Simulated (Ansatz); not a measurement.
BiTe:

```
Bi Te
1.0
     0.00000    3.23500    3.23500
     3.23500    0.00000    3.23500
     3.23500    3.23500    0.00000
Bi Te
1 1
Direct
  0.00000 0.00000 0.00000
  0.50000 0.50000 0.50000
```

* Program: Ansatz 0.2.0
* Task: relaxation of cell and atoms
* Functional: PBE0
* Potentials or basis: Ansatz PAW
* Cutoff: 420 eV (not typed: the program's choice for these potentials)
* k mesh: 4 × 4 × 4
* Occupations: fermi-dirac, width 0.05 eV
* Spin: no spin polarisation

At the start: volume 33.86 Å³/atom.

**Question.** How do energy, volume and symmetry change on relaxing?

**Answer.** It ends after 4 steps and the volume is 32.96 Å³/atom (-2.7 %); space group Fm-3m (No. 225, to 0.05 Å).

Step by step:
| step | energy change (eV) | largest force (eV/Å) | volume (Å³) |
| --- | --- | --- | --- |
| 1 | 0.0000 | 0.0000 | 67.71 |
| 2 | -0.0061 | 0.0000 | 64.79 |
| 3 | -0.0090 | 0.0000 | 65.91 |
| 4 | -0.0087 | 0.0000 | 65.91 |

Final structure:
```
CELL_PARAMETERS angstrom
0.00000 3.20615 3.20615
3.20615 0.00000 3.20615
3.20615 3.20615 0.00000
ATOMIC_POSITIONS crystal
Bi 0.00000 0.00000 0.00000
Te 0.50000 0.50000 0.50000
```

Caveat: the k mesh is coarse (spacing up to 0.42 Å⁻¹), so the values aren't converged, least of all with exact exchange; the plane-wave basis is chosen anew once the cell has moved, so the energies of steps on either side of that aren't comparable; the PAW data sets come from PBE, with cores solved anew for the run's functional, which leaves a small shift of forces and pressure.
